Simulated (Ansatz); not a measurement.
BClH6NP, SMILES [NH3+][BH-](P)Cl: a rigid torsion scan, run with the Python package of Ansatz (0.2.0).

The script, `torsion.py`:
```python
'''Rigid torsion scan of BClH6NP.'''

import warnings

import ansatz as az
from ase import Atoms

warnings.simplefilter('ignore', az.DeckWarning)

atoms = Atoms(['N', 'B', 'P', 'Cl', 'H', 'H', 'H', 'H', 'H', 'H'], positions=[
    (-0.7512, -0.702, 0.2995),
    (-0.2881, 0.6982, -0.1345),
    (1.6521, 0.7646, -0.2863),
    (-1.0426, 1.1328, -1.7738),
    (-0.3281, -0.9445, 1.2236),
    (-0.466, -1.4122, -0.4121),
    (-1.792, -0.7088, 0.3924),
    (-0.6383, 1.5011, 0.6744),
    (1.8917, 0.1672, 1.016),
    (1.7624, -0.4965, -0.9991),
])

# start the scan from a relaxed geometry
first = (
    az.Crystal.molecule_from_ase(atoms).calculation()
    .basis(gaussian='6-31G*')
    .functional('pbe')
    .relax(force_tolerance=0.02, max_steps=80)
)
atoms.positions = first.run(threads=1, pin='off').report['positions_ang']

start = atoms.get_dihedral(0, 1, 2, 8)
energies = {}
for turn in range(0, 360, 30):
    turned = atoms.copy()
    turned.set_dihedral(0, 1, 2, 8, start + turn, indices=[2, 8, 9])
    calc = (
        az.Crystal.molecule_from_ase(turned).calculation()
        .basis(gaussian='6-31G*')
        .functional('pbe')
    )
    energies[round((start + turn) % 360)] = calc.run(threads=1, pin='off').report['free_energy_ev']
floor = min(energies.values())
print('dihedral N0-B1-P2-H8 (deg)   E - E(min) (eV)')
for angle, e in sorted(energies.items()):
    print(f'{angle:8d} {(e - floor):14.3f}  ' + '#' * int(30 * (e - floor) / max(max(energies.values()) - floor, 1e-9)))
```

Where along the turn do the lowest and the highest point lie, and how far apart are they?

The lowest point is at 311° and the highest at 11°, 0.154 eV (14.9 kJ/mol) above it, with the rest of the molecule held.

What the script printed:

`python torsion.py` gives:
```text
dihedral N0-B1-P2-H8 (deg)   E - E(min) (eV)
      11          0.154  ##############################
      41          0.134  ##########################
      71          0.063  ############
     101          0.054  ##########
     131          0.073  ##############
     161          0.065  ############
     191          0.078  ###############
     221          0.134  ##########################
     251          0.148  ############################
     281          0.063  ############
     311          0.000
     341          0.063  ############
```

The scan is rigid and the energies are electronic, in a modest basis. With rigid groups the curve can differ much from the relaxed path, the start wasn't checked as a minimum of this torsion, and equivalent turns needn't return to the same energy. It ran for 43 s on 1 thread of Arm Neoverse V2 (shared host), peak memory 0.22 GiB.
